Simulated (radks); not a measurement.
# Kr²⁺ in [Ar] 3d10 4s2 4p4: an all-electron calculation

One table from this session's results is given with a row withheld; the runs are named, their logs left out.

The numbers are computed with radks (a radial shooting solver on a logarithmic mesh, Libxc functionals) version 1 (Dirac Kohn-Sham, LDA (Slater exchange, Perdew-Wang correlation), spin-unpolarised, spherical densities, point nucleus; open shells fill j = l - 1/2 first), except any that are marked as measured or tabulated.

**Starting point**

| Item | Value |
| --- | --- |
| element | krypton (Z = 36) |
| charge | +2 |
| electrons | 34 |
| configuration | [Ar] 3d10 4s2 4p4 |

The first run:

Settings of this run:

```text
Z 36
configuration [Ar] 3d10 4s2 4p4 5s0 4d0
relativity Dirac
functional lda,pw
spin unpolarised
j_filling energy
nucleus point
c 137.035999084
```

One table of the session follows, with a row left open; its other results are not shown here.

It belongs to the step «Orbitals and density». From the orbitals of this run (lengths in bohr):

```
level     <r>  outermost maximum (interpolated)  90 % within  nodes
1s1/2       ?                                 ?            ?      ?
2s1/2  0.1835                             0.155        0.284      1
2p1/2  0.1575                             0.121        0.258      0
2p3/2  0.1614                             0.124        0.263      0
3s1/2  0.5311                             0.468        0.790      2
3p1/2  0.5339                             0.457        0.815      1
3p3/2  0.5445                             0.466        0.831      1
3d3/2  0.5528                             0.408        0.906      0
3d5/2  0.5567                             0.411        0.912      0
4s1/2   1.499                              1.31         2.20      3
4p1/2   1.715                              1.46         2.56      2
4p3/2   1.746                              1.49         2.61      2
5s1/2   3.726                              3.41         5.35      4
4d3/2   2.697                              2.20         4.17      1
4d5/2   2.710                              2.21         4.19      1
```

**Question.** Estimate the row for 1s1/2.

As computed: <r>: 0.04154; outermost maximum (interpolated): 0.0271; 90 % within: 0.0743; nodes: 0. In the column «<r>» it is the lowest.

To keep in mind: Spin polarisation and multiplet splitting are left out.
